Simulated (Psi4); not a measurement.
# GaNH4 (SMILES [NH2][GaH2]), step by step

Wanted: a series of 9 runs (PBE0-D4/def2-TZVP, PBE-D4/def2-TZVPP, r2SCAN-D4/def2-TZVPP, B3LYP-D4/def2-TZVPP, PBE0-D4/def2-TZVPP, wB97M-V/def2-TZVPP, CCSD(T)/def2-TZVPP, MP2/def2-QZVPP) of GaNH4. 

Program for the calculation: Psi4 1.11.

## Step 1: The structure to begin with

GaNH4: 6 atoms, total charge 0, spin state singlet. As SMILES, `[NH2][GaH2]`. The run starts from this shape.

Bond lengths: N1–Ga2 1.813 Å, N1–H3 1.006 Å, N1–H4 1.006 Å, Ga2–H5 1.561 Å, Ga2–H6 1.561 Å. Angles: N1–Ga2–H5 116.7°, N1–Ga2–H6 116.7°, Ga2–N1–H3 124.0°, Ga2–N1–H4 124.0°, H5–Ga2–H6 126.5°, H3–N1–H4 112.0°.

## Step 2: A structure relaxation at PBE0-D4/def2-TZVP (density fitting) (run 2)

Contents of job.py:

```python
import psi4

psi4.set_memory('3300 MB')
psi4.set_num_threads(2)
psi4.set_output_file('run.log', False)

geom = psi4.geometry("""
N      0.009700    -0.958120     0.029130
Ga     0.012350     0.853690    -0.044970
H      0.289040    -1.552960    -0.732050
H     -0.274510    -1.487710     0.835370
H      0.485260     1.501410    -1.384460
H     -0.457130     1.609440     1.237970
symmetry c1
""")

psi4.set_options({
    'basis': 'def2-TZVP',
    'reference': 'rks',
    'scf_type': 'df',
    'geom_maxiter': 50,
    'max_force_g_convergence': 0.0002,
})

e = psi4.optimize('pbe0-d4')
print(f'pbe0-d4 energy: {e:.10f} Eh')
geom.save_xyz_file('final.xyz', False)
```

Launch:

```console
$ python job.py
```

run.log:

```text
[...]
  Running in c1 symmetry.
[...]
  Nuclear repulsion =  108.438094772708411
[...]
  Multiplicity = 1
[...]
  Nalpha       = 21
  Nbeta        = 21
[...]
    Number of basis functions: 103
[...]
    Final optimized geometry and variables:
    Molecular point group: c1
    Full point group: C1
    Geometry (in Angstrom), charge = 0, multiplicity = 1:
    N           -0.002145159691    -1.481293920581     0.060583345772
    GA           0.000504840309     0.330516079419    -0.013516654228
    H            0.277194840309    -2.076133920581    -0.700596654228
    H           -0.286355159691    -2.010883920581     0.866823345772
    H            0.473414840309     0.978236079419    -1.353006654228
    H           -0.468975159691     1.086266079419     1.269423345772
```

Standard output:

```text
Optimizer: Optimization complete!
pbe0-d4 energy: -1981.7194934614 Eh
```

It took 12 s on 2 threads of Intel Xeon Platinum 8259CL at 2.50GHz (Skylake/Cascade Lake), shared host; peak memory 0.67 GiB.

## Step 3: The harmonic vibrations at PBE0-D4/def2-TZVP (density fitting) (run 3)

Contents of gah4n.xyz:

```xyz
6
GaH4N
N      0.009700    -0.958120     0.029130
Ga     0.012350     0.853690    -0.044970
H      0.289040    -1.552960    -0.732050
H     -0.274510    -1.487710     0.835370
H      0.485260     1.501410    -1.384460
H     -0.457130     1.609440     1.237970
```

Contents of gah4n.py:

```python
import psi4

psi4.set_memory(3300000000)
psi4.set_num_threads(2)
psi4.core.set_output_file('output.dat', False)

with open('gah4n.xyz') as f:
    atoms = ''.join(f.readlines()[2:])
mol = psi4.geometry('0 1\n' + atoms + 'symmetry c1')

psi4.set_options({
    'reference': 'rks',
    'scf_type': 'df',
    'rotational_symmetry_number': 2,
})

energy_value, wavefunction = psi4.frequency("pbe0-d4/def2-TZVP", molecule=mol, return_wfn=True)
print(f'pbe0-d4/def2-TZVP energy: {energy_value:.10f} Eh')
print('wavenumbers / cm^-1:', wavefunction.frequencies().np.round(1))
```

Launch:

```console
$ python gah4n.py
```

output.dat:

```text
[...]
  Running in c1 symmetry.
[...]
  Nuclear repulsion =  108.438094772708411
[...]
  Multiplicity = 1
[...]
  Nalpha       = 21
  Nbeta        = 21
[...]
    Number of basis functions: 103
[...]
   @DF-RKS iter   1: -1979.58962904463692   -1.36129e+00   3.23500e-02 ADIIS/DIIS
[...]
   @DF-RKS iter  12: -1981.71949204471616   -2.50111e-12   4.73049e-09 DIIS
[...]
  @DF-RKS Final Energy: -1981.71949204471616
   => Energetics <=
    Nuclear Repulsion Energy =            108.4602881659095175
    One-Electron Energy =               -2977.5132925180623715
    Two-Electron Energy =                 950.1297068589378796
    DFT Exchange-Correlation Energy =     -62.7939216286288513
    Empirical Dispersion Energy =          -0.0022729228720755
    VV10 Nonlocal Energy =                  0.0000000000000000
    Total Energy =                      -1981.7194920447161621
[...]
 Multipole Moments:
 ------------------------------------------------------------------------------------
     Multipole            Electronic (a.u.)      Nuclear  (a.u.)        Total (a.u.)
 ------------------------------------------------------------------------------------
 L = 1.  Multiply by 2.5417464519 to convert [e a0] to [Debye]
 Dipole X            :          0.0049878           -0.0077228           -0.0027350
 Dipole Y            :          3.6624609           -4.0545485           -0.3920876
 Dipole Z            :         -0.1506556            0.1657489            0.0150933
 Magnitude           :                                                    0.3923875
[...]
  -Total Gradient:
     Atom            X                  Y                   Z
    ------   -----------------  -----------------  -----------------
       1        0.000027901100    -0.000154901525     0.000013436901
       2       -0.000028058079     0.000403785321    -0.000051579031
       3        0.000000170403     0.000064044179    -0.000035601233
       4       -0.000014729805     0.000074144831     0.000027968284
       5       -0.000134265110    -0.000165550011     0.000422725734
       6        0.000149030684    -0.000193074735    -0.000378093720
[...]
  ==> Harmonic Vibrational Analysis <==
[...]
  Freq [cm^-1]                 310.9131            436.4196            538.8686
[...]
  IR activ [km/mol]            220.9781            25.0264              0.0012
[...]
  Freq [cm^-1]                 617.1709            696.0815            748.3011
[...]
  IR activ [km/mol]            55.6943             147.7787            25.2599
[...]
  Freq [cm^-1]                 767.3148           1564.7602           1999.9257
[...]
  IR activ [km/mol]            100.2503            29.8114             236.7807
[...]
  Freq [cm^-1]                2000.2657           3616.7862           3722.9507
[...]
  IR activ [km/mol]            65.1214             18.2759             26.9489
[...]
  Total E_0, Enthalpy at 0 [K]                                                        -1981.68071960 [Eh]
[...]
  Total H, Enthalpy at  298.15 [K]                                                    -1981.67561071 [Eh]
[...]
  Total G, Gibbs energy at  298.15 [K]                                                -1981.70554885 [Eh]
[...]
```

On the terminal:

```text
Warning: used thermodynamics relations inappropriate for low-frequency modes: ['310.9131' '436.4196' '538.8686' '617.1709']
pbe0-d4/def2-TZVP energy: -1981.7194934619 Eh
wavenumbers / cm^-1: [ 310.9  436.4  538.9  617.2  696.1  748.3  767.3 1564.8 1999.9 2000.3
 3616.8 3723. ]
```

Run time: 3.1 min. Hardware: 2 threads of Intel Xeon Platinum 8259CL at 2.50GHz (Skylake/Cascade Lake), shared host; peak memory 0.78 GiB.

Runs 4 to 7 aren't shown in full; the table further down has their settings and results.

## Step 4: A single-point energy at wB97M-V/def2-TZVPP (density fitting) (run 8)

gah4n.xyz is that of step 3.

Contents of job.py:

```python
import psi4

psi4.set_memory('3300 MB')
psi4.set_num_threads(2)
psi4.core.set_output_file('output.dat', False)

with open('gah4n.xyz') as f:
    atoms = ''.join(f.readlines()[2:])
mol = psi4.geometry('0 1\n' + atoms + 'symmetry c1')

psi4.set_options(dict(basis='def2-TZVPP', scf_type='df', dft_radial_points=99, dft_spherical_points=590, dft_vv10_postscf=True))

result = psi4.energy('WB97M-V', molecule=mol)
print(f'WB97M-V energy: {result:.10f} Eh')
```

Launch:

```console
$ python job.py
```

output.dat:

```text
[...]
  Running in c1 symmetry.
[...]
  Nuclear repulsion =  108.438094772708411
[...]
  Multiplicity = 1
[...]
  Nalpha       = 21
  Nbeta        = 21
[...]
    Number of basis functions: 135
[...]
   @DF-RKS iter   1: -1980.05614967967631   -1.72632e+00   2.42735e-02 DIIS/ADIIS
[...]
   @DF-RKS iter  10: -1982.07879176027700   -5.77816e-08   1.97956e-07 DIIS
[...]
    Orbital Energies [Eh]
    ---------------------
    Doubly Occupied:
       1A   -373.122258     2A    -46.182569     3A    -40.824301
       4A    -40.820166     5A    -40.819734     6A    -14.479865
       7A     -5.662153     8A     -3.917124     9A     -3.906849
      10A     -3.906639    11A     -0.973616    12A     -0.941230
      13A     -0.938759    14A     -0.937994    15A     -0.934522
      16A     -0.912239    17A     -0.582594    18A     -0.571743
      19A     -0.441116    20A     -0.395859    21A     -0.361956
[...]
  @DF-RKS Final Energy: -1981.90439997156864
   => Energetics <=
    Nuclear Repulsion Energy =            108.4380947727084106
    One-Electron Energy =               -2977.1472416685483040
    Two-Electron Energy =                 952.1626296855440614
    DFT Exchange-Correlation Energy =     -65.5322508712610983
    Empirical Dispersion Energy =           0.0000000000000000
    VV10 Nonlocal Energy =                  0.1743681099880745
    Total Energy =                      -1981.9043999715686368
[...]
 Multipole Moments:
 ------------------------------------------------------------------------------------
     Multipole            Electronic (a.u.)      Nuclear  (a.u.)        Total (a.u.)
 ------------------------------------------------------------------------------------
 L = 1.  Multiply by 2.5417464519 to convert [e a0] to [Debye]
 Dipole X            :          0.0050473           -0.0077228           -0.0026755
 Dipole Y            :          3.6919697           -4.0545485           -0.3625788
 Dipole Z            :         -0.1518693            0.1657489            0.0138796
 Magnitude           :                                                    0.3628542
[...]
```

The script printed:

```text
WB97M-V energy: -1981.9043999716 Eh
```

Run time: 39 s. Hardware: 2 threads of Intel Xeon Platinum 8259CL at 2.50GHz (Skylake/Cascade Lake), shared host; peak memory 1.7 GiB.

Run 9 isn't shown in full; the table further down has it.

## Step 5: A single-point energy at MP2/def2-QZVPP (density fitting, density fitting for correlation) (run 10)

Contents of job.py:

```python
import psi4

psi4.set_memory(3300000000)
psi4.set_num_threads(2)
psi4.set_output_file('run.log', False)

m = psi4.geometry("""
0 1
N      0.009700    -0.958120     0.029130
Ga     0.012350     0.853690    -0.044970
H      0.289040    -1.552960    -0.732050
H     -0.274510    -1.487710     0.835370
H      0.485260     1.501410    -1.384460
H     -0.457130     1.609440     1.237970
symmetry c1
""")

psi4.set_options({
    'basis': 'def2-QZVPP',
    'reference': 'rhf',
    'scf_type': 'df',
    'num_frozen_docc': 10,
})

energy_value = psi4.energy("mp2", molecule=m)
print(f'mp2 energy: {energy_value:.10f} Eh')
for k, v in sorted(psi4.core.scalar_variables().items()):
    print(f'{k:45s} {v:18.10f}')
```

Launch:

```console
$ python job.py
```

run.log:

```text
[...]
  Running in c1 symmetry.
[...]
  Nuclear repulsion =  108.438094772708411
[...]
  Multiplicity = 1
[...]
  Nalpha       = 21
  Nbeta        = 21
[...]
    Number of basis functions: 266
[...]
   @DF-RHF iter   1: -1978.21949608723412   -2.58840e+00   1.30221e-02 DIIS/ADIIS
[...]
   @DF-RHF iter  12: -1980.10163086761736   -2.09184e-11   3.68553e-09 DIIS
[...]
    Orbital Energies [Eh]
    ---------------------
    Doubly Occupied:
       1A   -378.795884     2A    -48.147704     3A    -42.477037
       4A    -42.473709     5A    -42.473384     6A    -15.526779
       7A     -6.377462     8A     -4.473627     9A     -4.467812
      10A     -4.467451    11A     -1.196873    12A     -1.184363
      13A     -1.183744    14A     -1.182170    15A     -1.178417
      16A     -1.088624    17A     -0.639136    18A     -0.613784
      19A     -0.478936    20A     -0.426412    21A     -0.393523
[...]
  @DF-RHF Final Energy: -1980.10163086761736
   => Energetics <=
    Nuclear Repulsion Energy =            108.4380947727084106
    One-Electron Energy =               -2978.5857905569541799
    Two-Electron Energy =                 890.0460649166282110
    Total Energy =                      -1980.1016308676173594
[...]
 Multipole Moments:
 ------------------------------------------------------------------------------------
     Multipole            Electronic (a.u.)      Nuclear  (a.u.)        Total (a.u.)
 ------------------------------------------------------------------------------------
 L = 1.  Multiply by 2.5417464519 to convert [e a0] to [Debye]
 Dipole X            :          0.0049850           -0.0077228           -0.0027378
 Dipole Y            :          3.8050348           -4.0545485           -0.2495137
 Dipole Z            :         -0.1566003            0.1657489            0.0091486
 Magnitude           :                                                    0.2496964
[...]
```

The script printed:

```text
mp2 energy: -1980.8229426302 Eh
CURRENT CORRELATION ENERGY                         -0.7213117626
CURRENT ENERGY                                  -1980.8229426302
CURRENT REFERENCE ENERGY                        -1980.1016308676
CUSTOM SCS-MP2 CORRELATION ENERGY                  -0.6787424029
CUSTOM SCS-MP2 TOTAL ENERGY                     -1980.7803732705
DD SOLVATION ENERGY                                 0.0000000000
HF KINETIC ENERGY                                1980.0872237162
HF POTENTIAL ENERGY                             -3960.1888545838
HF TOTAL ENERGY                                 -1980.1016308676
HF VIRIAL RATIO                                     2.0000072760
MP2 CORRELATION ENERGY                             -0.7213117626
MP2 DOUBLES ENERGY                                 -0.7213117626
MP2 OPPOSITE-SPIN CORRELATION ENERGY               -0.5057367100
MP2 SAME-SPIN CORRELATION ENERGY                   -0.2155750526
MP2 SINGLES ENERGY                                 -0.0000000000
MP2 TOTAL ENERGY                                -1980.8229426302
NUCLEAR REPULSION ENERGY                          108.4380947727
ONE-ELECTRON ENERGY                             -2978.5857905570
PCM POLARIZATION ENERGY                             0.0000000000
PE ENERGY                                           0.0000000000
SCF ITERATION ENERGY                            -1980.1016308676
SCF ITERATIONS                                     12.0000000000
SCF TOTAL ENERGY                                -1980.1016308676
SCS-MP2 CORRELATION ENERGY                         -0.6787424029
SCS-MP2 TOTAL ENERGY                            -1980.7803732705
TWO-ELECTRON ENERGY                               890.0460649166
```

It took 7.2 s on 2 threads of Intel Xeon Platinum 8259CL at 2.50GHz (Skylake/Cascade Lake), shared host; peak memory 0.71 GiB.

## Step 6: The series

| run | level | task | geom maxiter | energy (Eh) | dipole moment (D) | HOMO energy (eV) | LUMO energy (eV) | wall time |
| --- | --- | --- | --- | --- | --- | --- | --- | --- |
| 2 | PBE0-D4/def2-TZVP (density fitting) | optimise | 50 | -1981.719493 | 1.00 | -7.39 | -0.72 | 12 s |
| 3 | PBE0-D4/def2-TZVP (density fitting) | frequencies | – | -1981.719493 | 1.00 | – | – | 3.1 min |
| 4 | PBE-D4/def2-TZVPP (density fitting) | energy | – | -1981.677238 | 1.14 | -6.10 | -1.51 | 14 s |
| 5 | r2SCAN-D4/def2-TZVPP (density fitting) | energy | – | -1981.998452 | 1.08 | -6.35 | -1.21 | 34 s |
| 6 | B3LYP-D4/def2-TZVPP (density fitting) | energy | – | -1982.103480 | 1.00 | -7.18 | -1.01 | 14 s |
| 7 | PBE0-D4/def2-TZVPP (density fitting) | properties | – | -1981.721781 | 0.98 | -7.40 | -0.73 | 14 s |
| 8 | wB97M-V/def2-TZVPP (density fitting) | energy | – | -1981.904400 | 0.92 | -9.85 | 0.92 | 39 s |
| 9 | CCSD(T)/def2-TZVPP (density fitting, density fitting for correlation) | energy | – | -1980.546302 | – | -10.70 | 1.95 | 58 s |
| 10 | MP2/def2-QZVPP (density fitting, density fitting for correlation) | energy | – | -1980.822943 | – | -10.71 | 1.54 | 7.2 s |

## Step 7: Results

```
                                                            quantity           value
                                run 10, MP2/def2-QZVPP: total energy  -1980.82294 Eh
         run 10, MP2/def2-QZVPP: HOMO energy (Hartree–Fock orbitals)       -10.71 eV
         run 10, MP2/def2-QZVPP: LUMO energy (Hartree–Fock orbitals)         1.54 eV
       run 10, MP2/def2-QZVPP: HOMO–LUMO gap (Hartree–Fock orbitals)        12.25 eV
run 10, MP2/def2-QZVPP: correlation energy (10 core orbitals frozen)      -721.3 mEh
```

Over runs 2, 3, 4, 5, 6, 7, 8 the dipole moment (its size) runs from 0.92 D (wB97M-V/def2-TZVPP) to 1.14 D (PBE-D4/def2-TZVPP). Over runs 2, 4, 5, 6, 7, 8 the HOMO–LUMO gap runs from 4.59 eV (PBE-D4/def2-TZVPP) to 10.77 eV (wB97M-V/def2-TZVPP). Totals of different functionals can't be ranked against each other. All runs together took 6.2 min, the longest 3.1 min.
